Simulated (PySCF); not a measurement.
**Pm(SH)3: other functionals and bases at one geometry**

Aim: see how levels, charges and forces of Pm(SH)3 depend on the level of theory. It is a constructed species; whether it can be made isn't addressed.

Program: PySCF 2.14.0. Level of theory: several levels, as the steps say, no spin–orbit coupling. These are calculated values, not measurements.

1 further run of the same task is left out (for a known fault of the program).

### 1 The system as given

7 atoms, charge 0, spin multiplicity 1.

Bond lengths: Pm1–S2 2.641 Å, Pm1–S4 2.641 Å, Pm1–S6 2.641 Å, S2–H3 1.355 Å, S4–H5 1.355 Å, S6–H7 1.355 Å. Angles: S2–Pm1–S4 119.9°, S2–Pm1–S6 119.9°, S4–Pm1–S6 119.9°, Pm1–S2–H3 94.9°, Pm1–S4–H5 94.9°, Pm1–S6–H7 94.9°.

Geometry (Å):

```xyz
7
charge 0, multiplicity 1
Pm    0.0000    0.0000    0.8904
S     2.6094    0.3996    0.9804
H     2.9279   -0.9170    0.9783
S    -1.6507    2.0600    0.9804
H    -0.6699    2.9941    0.9783
S    -0.9587   -2.4596    0.9804
H    -2.2581   -2.0772    0.9783
```

Formal oxidation states: Pm +3. Each metal's 4 4f electrons lie in its core potential, so multiplicities, spins and levels count the valence alone. An earlier session relaxed this geometry at PBE0, Pm lcecp-1-SVP with ECP50, S def2-SVP, H def2-SVP (singlet, point group C3).

At PBE0 on the finer grid: E = -1229.845250 Eh, HOMO -7.31 eV, LUMO -2.43 eV, Mulliken charge on Pm1 +0.87 e, largest force component 0.011 eV/Å. 

Levels to run: TPSSh; B3LYP; PBE0, TZVP. Hardware: 2 threads of Arm Neoverse V2, shared host.

### 2 TPSSh

Contents of run.py (the lines that set the calculation):

```python
mol = gto.M(atom='''
Pm     0.00000     0.00000     0.89036
S      2.60941     0.39958     0.98036
H      2.92793    -0.91696     0.97831
S     -1.65075     2.06002     0.98036
H     -0.66986     2.99414     0.97831
S     -0.95866    -2.45960     0.98036
H     -2.25807    -2.07719     0.97831''',
    basis={'Pm': 'lcecp-1-SVP', 'S': 'def2-SVP', 'H': 'def2-SVP'},
    ecp={'Pm': 'lcecp-1-SVP'},
    charge=0, spin=0)
mf = dft.RKS(mol, xc='TPSSH')
mf.grids.atom_grid = (75, 302)  # f atoms: unpruned, at least (60, 302)
mf = mf.density_fit()  # fitting sets: Pm AutoAux, S def2-universal-JKFIT, H def2-universal-JKFIT
mf.conv_tol = 1e-08; mf.max_cycle = 55
mf.kernel(dm0)  # dm0: the density of the relaxed state
```

Launch:

```sh
> OMP_NUM_THREADS=2 python run.py
```

Standard output:

```text
init E= -1230.32770545557
  HOMO = -0.246589153130941  LUMO = -0.0976440217220613  gap/eV = 4.05300
cycle= 1 E= -1230.32827533142  delta_E= -0.00057  |g|= 0.00832  |ddm|= 0.0919
  HOMO = -0.247193612823006  LUMO = -0.0969190552219494  gap/eV = 4.08918
cycle= 2 E= -1230.32826765517  delta_E= 7.68e-06  |g|= 0.00913  |ddm|= 0.0252
  HOMO = -0.246546417670443  LUMO = -0.0975437112554367  gap/eV = 4.05457
cycle= 3 E= -1230.32829329252  delta_E= -2.56e-05  |g|= 0.00302  |ddm|= 0.0173
  HOMO = -0.246546567573729  LUMO = -0.0972019714560233  gap/eV = 4.06387
cycle= 4 E= -1230.3282969245  delta_E= -3.63e-06  |g|= 0.000561  |ddm|= 0.0051
  HOMO = -0.246598207129613  LUMO = -0.0972617439788266  gap/eV = 4.06365
cycle= 5 E= -1230.3282970357  delta_E= -1.11e-07  |g|= 6.4e-05  |ddm|= 0.000907
  HOMO = -0.24660075969398  LUMO = -0.0972564888329011  gap/eV = 4.06386
cycle= 6 E= -1230.32829703719  delta_E= -1.49e-09  |g|= 1.41e-05  |ddm|= 0.000108
  HOMO = -0.246598858505942  LUMO = -0.0972548311250669  gap/eV = 4.06386
Extra cycle  E= -1230.32829703723  delta_E= -3.14e-11  |g|= 1.09e-05  |ddm|= 2.97e-05
converged SCF energy = -1230.32829703723
```

Run time: 6 s. Hardware: 2 threads of Arm Neoverse V2, shared host.

It gives: E = -1230.328297 Eh, HOMO -6.71 eV, LUMO -2.65 eV, Mulliken charge on Pm1 +0.90 e, largest force component 0.146 eV/Å. 

### 3 B3LYP

run.py (the lines that set the calculation): that of step 2 with these lines changed.

```diff
@@ -11,3 +11,3 @@
     charge=0, spin=0)
-mf = dft.RKS(mol, xc='TPSSH')
+mf = dft.RKS(mol, xc='B3LYP')
 mf.grids.atom_grid = (75, 302)  # f atoms: unpruned, at least (60, 302)
```

Launch:

```sh
> OMP_NUM_THREADS=2 python run.py
```

Standard output:

```text
init E= -1230.33295588235
  HOMO = -0.257954389244787  LUMO = -0.0996655980087837  gap/eV = 4.30726
cycle= 1 E= -1230.33415032849  delta_E= -0.00119  |g|= 0.00991  |ddm|= 0.171
  HOMO = -0.25623212273546  LUMO = -0.0987534541713799  gap/eV = 4.28521
cycle= 2 E= -1230.33416761497  delta_E= -1.73e-05  |g|= 0.0082  |ddm|= 0.0283
  HOMO = -0.257290915595769  LUMO = -0.0987145597185979  gap/eV = 4.31508
cycle= 3 E= -1230.33418511304  delta_E= -1.75e-05  |g|= 0.00271  |ddm|= 0.0142
  HOMO = -0.257309744514542  LUMO = -0.0991255550673529  gap/eV = 4.30441
cycle= 4 E= -1230.33418779137  delta_E= -2.68e-06  |g|= 0.000852  |ddm|= 0.00574
  HOMO = -0.257313790558227  LUMO = -0.0990433073749379  gap/eV = 4.30676
cycle= 5 E= -1230.33418808083  delta_E= -2.89e-07  |g|= 9.06e-05  |ddm|= 0.00129
  HOMO = -0.257324834612981  LUMO = -0.0990455310493097  gap/eV = 4.30700
cycle= 6 E= -1230.3341880836  delta_E= -2.77e-09  |g|= 3.18e-05  |ddm|= 0.000166
  HOMO = -0.257322813431251  LUMO = -0.0990415080894813  gap/eV = 4.30705
Extra cycle  E= -1230.33418808369  delta_E= -9.6e-11  |g|= 2.79e-05  |ddm|= 7.94e-05
converged SCF energy = -1230.33418808369
```

Wall time 4.3 s (2 threads of Arm Neoverse V2, shared host).

Read off: E = -1230.334188 Eh, HOMO -7.00 eV, LUMO -2.70 eV, Mulliken charge on Pm1 +0.78 e, largest force component 0.201 eV/Å. 

### 4 PBE0, TZVP

Basis: Pm lcecp-1-TZVP with ECP50, S def2-TZVP, H def2-TZVP. 

Contents of run.py (the lines that set the calculation):

```python
mol = gto.M(atom='''
Pm     0.00000     0.00000     0.89036
S      2.60941     0.39958     0.98036
H      2.92793    -0.91696     0.97831
S     -1.65075     2.06002     0.98036
H     -0.66986     2.99414     0.97831
S     -0.95866    -2.45960     0.98036
H     -2.25807    -2.07719     0.97831''',
    basis={'Pm': 'lcecp-1-TZVP', 'S': 'def2-TZVP', 'H': 'def2-TZVP'},
    ecp={'Pm': 'lcecp-1-TZVP'},
    charge=0, spin=0)
mf = dft.RKS(mol, xc='PBE0')
mf.grids.atom_grid = (75, 302)  # f atoms: unpruned, at least (60, 302)
mf = mf.density_fit()  # fitting sets: Pm AutoAux, S def2-universal-JKFIT, H def2-universal-JKFIT
mf.conv_tol = 1e-08; mf.max_cycle = 55
mf.kernel(dm0)  # dm0: free metal ions and neutral atoms
```

Launch:

```sh
> OMP_NUM_THREADS=2 python run.py
```

Standard output:

```text
init E= -1243.36733310416
  HOMO = -0.248901096450616  LUMO = -0.117786145724981  gap/eV = 3.56782
cycle= 1 E= -1230.1407381955  delta_E= 13.2  |g|= 1.36  |ddm|= 2.35
  HOMO = -0.301861083866208  LUMO = -0.0590439394510132  gap/eV = 6.60739
cycle= 2 E= -1230.13583166475  delta_E= 0.00491  |g|= 0.816  |ddm|= 1.09
  HOMO = -0.262046827244893  LUMO = -0.122257956967152  gap/eV = 3.80385
cycle= 3 E= -1230.20306048546  delta_E= -0.0672  |g|= 0.387  |ddm|= 0.951
  HOMO = -0.268415370156492  LUMO = -0.0861333704892521  gap/eV = 4.96015
cycle= 4 E= -1230.25608985868  delta_E= -0.053  |g|= 0.0207  |ddm|= 0.412
  HOMO = -0.272516155108008  LUMO = -0.090907054823267  gap/eV = 4.94184
cycle= 5 E= -1230.25622144442  delta_E= -0.000132  |g|= 0.00719  |ddm|= 0.0432
  HOMO = -0.271439485212668  LUMO = -0.0897995498106048  gap/eV = 4.94267
cycle= 6 E= -1230.25623758259  delta_E= -1.61e-05  |g|= 0.00211  |ddm|= 0.0104
  HOMO = -0.271590128104151  LUMO = -0.0897820477735516  gap/eV = 4.94725
cycle= 7 E= -1230.2562387217  delta_E= -1.14e-06  |g|= 0.000288  |ddm|= 0.00199
  HOMO = -0.271580530182434  LUMO = -0.0897768201684504  gap/eV = 4.94713
cycle= 8 E= -1230.25623874253  delta_E= -2.08e-08  |g|= 0.000139  |ddm|= 0.000344
  HOMO = -0.271580728727275  LUMO = -0.0897862237166207  gap/eV = 4.94688
cycle= 9 E= -1230.2562387493  delta_E= -6.76e-09  |g|= 2.35e-05  |ddm|= 0.000145
  HOMO = -0.271581228180996  LUMO = -0.0897928638552052  gap/eV = 4.94671
Extra cycle  E= -1230.25623874906  delta_E= 2.33e-10  |g|= 3.54e-05  |ddm|= 5.69e-05
converged SCF energy = -1230.25623874906
```

Wall time 11 s (2 threads of Arm Neoverse V2, shared host).

Read off: E = -1230.256239 Eh, HOMO -7.39 eV, LUMO -2.44 eV, Mulliken charge on Pm1 +1.27 e, largest force component 0.208 eV/Å. 

### 5 All levels side by side

| level | state | HOMO (eV) | gap (eV) | charge on Pm1 (e) | dipole (D) | largest force (eV/Å) | basis functions | time |
| --- | --- | --- | --- | --- | --- | --- | --- | --- |
| PBE0 (relaxed here) | singlet | -7.31 | 4.88 | 0.87 | 0.56 | 0.01 | 102 | 12 s |
| TPSSh | singlet | -6.71 | 4.06 | 0.90 | 0.56 | 0.15 | 102 | 6 s |
| B3LYP | singlet | -7.00 | 4.31 | 0.78 | 0.55 | 0.20 | 102 | 4.3 s |
| PBE0, TZVP | singlet | -7.39 | 4.95 | 1.27 | 0.57 | 0.21 | 176 | 11 s |

Times are on 2 threads of Arm Neoverse V2, shared host; the first row also made further properties.

In one basis the HOMO–LUMO gap runs from 4.06 eV (TPSSh) to 4.88 eV (PBE0). The largest leftover force, 0.21 eV/Å with PBE0, TZVP, stands at a geometry relaxed at another level. The Mulliken charge on Pm spans +0.78 to +1.27 e over the levels. With 4f in the core, its levels are missing from HOMO and gap. Total energies of different levels can't be compared. Spin–orbit coupling is left out throughout.
